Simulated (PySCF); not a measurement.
# A gas-phase reaction: H5NSi + FH → FH4NSi + H2

Wanted: the reaction energy for `N[SiH3]` + `F` → `N[SiH2]F` + `[H][H]`.

Programs: PySCF 2.14.0. All values are calculated, for the isolated system unless a continuum is named. Atoms count from 0, parts from 1.

## 1. Starting point

Each species was relaxed by itself at PBE0-D3(BJ)/def2-SVPD.

## 2. Reaction energy: wB97M-D3(BJ)/def2-TZVPD

What the job is given:

```
{"job": {"kind": "react", "xc": "wB97M-D3(BJ)", "basis": "def2-TZVPD"}, "charge": 0, "multiplicity": 1}
-1 H5NSi charge 0 multiplicity 1
N      1.051940     0.119900    -0.154650
Si    -0.669750    -0.053180     0.010100
H      1.641880    -0.695050    -0.256300
H      1.540760     0.863920     0.324930
H     -1.283330     1.292520    -0.187580
H     -1.143750    -0.576710     1.333970
H     -1.134140    -1.003700    -1.042190

-1 FH charge 0 multiplicity 1
F      0.459720    -0.011000     0.014900
H     -0.459720     0.011000    -0.014900

+1 FH4NSi charge 0 multiplicity 1
N     -1.046040    -0.048100    -0.018780
Si     0.653700     0.129920     0.067450
F      1.491450    -1.081710    -0.665610
H     -1.546520    -0.682200     0.588910
H     -1.571090     0.171960    -0.853850
H      1.065000     0.085690     1.492620
H      1.044090     1.366610    -0.653790

+1 H2 charge 0 multiplicity 1
H      0.380230     0.004820    -0.005580
H     -0.380230    -0.004820     0.005580
```

Level: wB97M-D3(BJ)/def2-TZVPD reaction energy of separated species, gas phase.

The run is started by

```sh
$ OMP_NUM_THREADS=1 python cluster_run.py task.json out
```

The driver reads the jobs from task.json and runs them one after another.

**Question.** The jobs that follow are: PBE0-D3(BJ)/def2-TZVPD reaction energy of separated species, gas phase; MP2/def2-TZVPD reaction energy of separated species, gas phase. Predict: reaction energy (wB97M-D3(BJ)/def2-TZVPD); ΔH, ΔG at 298 K (xTB thermal terms). Thermal terms come from harmonic xTB runs on each species.

**Answer**, as computed:

| quantity | value |
| --- | --- |
| reaction energy (wB97M-D3(BJ)/def2-TZVPD) | -32.15 kcal/mol |
| ΔH, ΔG at 298 K (xTB thermal terms) | -34.7, -33.4 kcal/mol |
| range of the reaction energy over the runs of this table | -34.30 to -30.43 kcal/mol |

**Reading.** The reaction is exothermic by 34.7 kcal/mol in the gas phase; dispersion gives -0.06, and xTB itself gave -33.73 for the electronic energy (xTB energies and thermal terms come from the earlier relaxation of each species, not shown). No barrier was sought. The reaction energy runs from -34.30 (MP2/def2-TZVPD) to -30.43 kcal/mol (PBE0-D3(BJ)/def2-TZVPD).
